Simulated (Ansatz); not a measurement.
# GeH3OS (charge -1): two geometries relaxed

All numbers below are computed with Ansatz 0.2.0 (RKS PBE0-D4/def2-SVP).

### Step 1. Starting point

Bond lengths: O1–Ge2 1.816 Å, Ge2–S3 2.095 Å, O1–H4 0.954 Å, Ge2–H5 1.559 Å, Ge2–H6 1.557 Å. Angles: O1–Ge2–S3 112.5°, O1–Ge2–H5 101.2°, O1–Ge2–H6 101.0°, S3–Ge2–H5 118.7°, S3–Ge2–H6 119.1°, H5–Ge2–H6 101.4°, Ge2–O1–H4 109.3°.

Coordinates:

```xyz
6

O    -0.4522   -1.3059   -0.2300
Ge    0.3220    0.3044    0.0950
S    -1.0649    1.8750    0.0936
H    -1.3847   -1.1811   -0.3909
H     1.4639    0.3122   -0.9664
H     1.1160   -0.0046    1.3987
```

### Step 2. Relaxing end A

The input, input.yaml:

```yaml
crystal:
  periodic: [false, false, false]
  atoms:
    - { symbol: O, position_ang: [-0.4522, -1.30589, -0.22996] }
    - { symbol: Ge, position_ang: [0.32196, 0.30441, 0.09501] }
    - { symbol: S, position_ang: [-1.06493, 1.87499, 0.09359] }
    - { symbol: H, position_ang: [-1.38472, -1.18112, -0.39092] }
    - { symbol: H, position_ang: [1.46393, 0.31218, -0.96639] }
    - { symbol: H, position_ang: [1.11596, -0.00457, 1.39868] }
total_charge: -1
basis:
  gaussian: { orbitals: def2-SVP }
hamiltonian:
  xc: pbe0
  dispersion: d4
relax:
  f_tol: 0.015
  max_steps: 40
output:
  orbitals: {}
```

Started as:

```console
$ ansatz run input.yaml --threads 1 --pin off --max-ram 2048MiB --backend cpu --events-out ev --progress --plain --runs-dir out
```

Q: Estimate wall time and peak memory on 1 thread of Arm Neoverse V2, shared host.

About 18 s, with a peak of 0.16 GiB.
